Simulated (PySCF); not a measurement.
# C₄H₉AlBN: electronic excitations

Aim: predict the electronic excitations of C₄H₉AlBN (`CC#CB(C)[NH][AlH2]`).

Computed with PySCF 2.14.0, with density-fitted response routines of our own, on a single molecule in the gas phase. Atoms are numbered from 0 throughout.

## (1) The molecule as given

16 atoms, charge 0, multiplicity 1; geometry from: GFN2-xTB.

Bonds of the start (Å): C0–C1 1.45, C1–C2 1.22, C2–B3 1.55, B3–C4 1.58, B3–N5 1.41, N5–Al6 1.83, C0–H7 1.09, C0–H8 1.09, C0–H9 1.09, C4–H10 1.09, C4–H11 1.09, C4–H12 1.09, N5–H13 1.01, Al6–H14 1.55, Al6–H15 1.55.

## (2) Ultraviolet spectrum: CAM-B3LYP/def2-SVPD

The job: settings as JSON, then the geometry in Å.

```
{"job": {"kind": "uv", "xc": "CAM-B3LYP", "basis": "def2-SVPD", "nstates": 8, "ntriplets": 3}, "charge": 0, "multiplicity": 1}
C      2.932943     0.024447     0.201215
C      1.493004    -0.024043     0.075448
C      0.293305    -0.117178    -0.106873
B     -1.223951    -0.232037    -0.392468
C     -1.776923    -1.082311    -1.607885
N     -1.967483     0.501538     0.551370
Al    -0.606209     1.164280     1.581560
H      3.279961     1.052140     0.098069
H      3.393776    -0.587068    -0.575194
H      3.237114    -0.352069     1.177139
H     -1.640171    -2.146430    -1.419954
H     -1.237884    -0.859165    -2.526482
H     -2.835835    -0.916509    -1.793078
H     -2.976450     0.514465     0.473253
H     -0.247128     0.454295     2.907650
H     -0.125666     2.614589     1.344819
```

Method: TDDFT CAM-B3LYP/def2-SVPD, vertical, gas phase, core orbitals frozen in the response.

Started as:

```bash
> OMP_NUM_THREADS=1 python probes_run.py task.json out
```

This one command runs all jobs of the session in turn.

Predict these results of the whole session: lowest singlet (CAM-B3LYP/def2-SVPD); brightest single state of those computed; lowest triplet; surface potential, 1st and 99th percentile.

The runs gave:

| quantity | value |
| --- | --- |
| lowest singlet (CAM-B3LYP/def2-SVPD) | 5.85 eV (212 nm), f = 0.000 |
| brightest single state of those computed | state 3, 6.03 eV, f = 0.039 |
| lowest triplet | 4.68 eV |
| surface potential, 1st and 99th percentile | -0.97 V and 1.44 V |

In words: The lowest singlet, at 5.85 eV, is HOMO−2→LUMO 0.32, HOMO−1→LUMO+2 0.23 and is dark; of the 8 states computed, the strongest absorption comes from state 3 at 6.03 eV. The lowest triplet lies 1.16 eV below the lowest singlet (triplets in Tamm-Dancoff, singlets in full TDDFT).
